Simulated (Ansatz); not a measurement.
# r2SCAN0/def2-SVPD run of SiHF3 (SMILES F[SiH](F)F)

What is the electronic atomisation energy of SiHF3 at r2SCAN0/def2-SVPD? 

The results are computed with Ansatz 0.2.0.

55 further runs of the same task are left out: 55 set aside as unsound or not needed.

## Step 1: Starting point

The species is SiHF3 (5 atoms), meant as a singlet with charge 0. As SMILES, `F[SiH](F)F`. The shape is that of a PBE0-D4/def2-TZVP optimisation.

Bond lengths: F1–Si2 1.573 Å, Si2–F3 1.573 Å, Si2–F4 1.573 Å, Si2–H5 1.461 Å. Angles: F1–Si2–F3 108.3°, F1–Si2–F4 108.3°, F3–Si2–F4 108.3°, F1–Si2–H5 110.7°, F3–Si2–H5 110.7°, F4–Si2–H5 110.7°.

## Step 2: The energy at r2SCAN0/def2-SVPD

File in.yaml:

```yaml
basis:
  gaussian:
    orbitals: def2-SVPD
crystal:
  periodic: [false, false, false]
  atoms:
    - symbol: F
      position_ang: [-0.447100, -0.082200, 1.491300]
    - symbol: Si
      position_ang: [0.040700, 0.001700, -0.001800]
    - symbol: F
      position_ang: [-0.597100, 1.281400, -0.657200]
    - symbol: F
      position_ang: [-0.495900, -1.263300, -0.767200]
    - symbol: H
      position_ang: [1.499400, 0.062400, -0.065100]
hamiltonian:
  xc: {name: r2SCAN0}
accuracy: high
output:
  orbitals: {seedname: orbitals}
```

Run with:

```bash
ansatz run in.yaml --threads 1 --pin off --max-ram 3480MiB --events-out events.jsonl --progress --plain --runs-dir runs
```

The program printed:

```text
Warning: RAYON_NUM_THREADS=1 ignored (pool sized by the plan → 1); use --threads N
Functional definition: r2SCAN0
  name "r2SCAN0"
  parameter a = 0.25
  parameter k0 = 0.174
  parameter k1 = 0.065
  parameter a1 = 4.9479
  exchange = (1 - a)*r2scan_x(k0 = k0, k1 = k1, a1 = a1) + a*exact_x
  correlation = r2scan_c
1966 factors; integrals over basis functions are off by at most 3.3e-9 eV
mean field evaluation 1: about -16032.4807 eV, gradient 4.8e1 eV
mean field evaluation 2: about -16029.8928 eV, gradient 6.4e1 eV
mean field evaluation 4: about -16035.7475 eV, gradient 1.2e0 eV
mean field evaluation 8: about -16035.8686 eV, gradient 4.4e-2 eV
mean field evaluation 16: about -16035.8686 eV, gradient 1.1e-6 eV
mean field -16035.86862930 eV, -589.3073026247 hartree, gradient 9.7e-9 eV, S^2 0.000000; 0 other end points of the search recorded, 0 dependent functions left out
reference -16035.86863010 eV, -589.3073026540 hartree; 21, 21 occupied and 80, 80 virtual orbitals, 1966 factors
Total energy: -16035.86863010 eV, -589.3073026540 hartree
```

It took 13 s on 1 thread of Arm Neoverse V2, shared host; peak memory 0.36 GiB.

## Step 3: The F atom at the same level

File in.yaml:

```yaml
crystal:
  periodic: [false, false, false]
  atoms:
    - symbol: F
      position_ang: [0.000000, 0.000000, 0.000000]
basis:
  gaussian:
    orbitals: def2-SVPD
hamiltonian:
  xc: {name: r2SCAN0}
magnetization:
  spin_polarized: true
  initial_magnetization: 1
accuracy: high
```

Run the same way, it converges to -99.60163 Eh (log not shown).

## Step 4: The H atom

File job.yaml:

```yaml
crystal:
  periodic: [false, false, false]
  atoms:
    - {symbol: H, position_ang: [0.000000, 0.000000, 0.000000]}
basis:
  gaussian:
    orbitals: def2-SVPD
magnetization:
  spin_polarized: true
  initial_magnetization: 1
hamiltonian:
  xc: {name: r2SCAN0}
accuracy: high
```

Run the same way, it converges to -0.49923 Eh (log not shown).

## Step 5: The Si atom at the same level

File molecule.yaml:

```yaml
crystal:
  periodic: [false, false, false]
  atoms:
    - {symbol: Si, position_ang: [0.000000, 0.000000, 0.000000]}
basis:
  gaussian: {orbitals: def2-SVPD}
magnetization: {spin_polarized: true, initial_magnetization: 2}
hamiltonian: {xc: {name: r2SCAN0}}
accuracy: high
```

Run the same way, it converges to -289.24431 Eh (log not shown).

## Step 6: Outcome

At r2SCAN0/def2-SVPD:

| quantity | value |
| --- | --- |
| molecule: total energy | -589.30730 Eh |
| molecule: HOMO energy | -11.61 eV |
| molecule: LUMO energy | 1.10 eV |
| molecule: HOMO–LUMO gap | 12.71 eV |
| F atom: total energy | -99.60163 Eh |
| F atom: ⟨S²⟩ | 0.752 |
| H atom: total energy | -0.49923 Eh |
| H atom: ⟨S²⟩ | 0.750 |
| Si atom: total energy | -289.24431 Eh |
| Si atom: ⟨S²⟩ | 2.009 |
| electronic atomisation energy | 20.650 eV |

Taking the molecule apart into free atoms costs 20.65 eV (476 kcal/mol), before zero-point energy and without spin-orbit coupling.
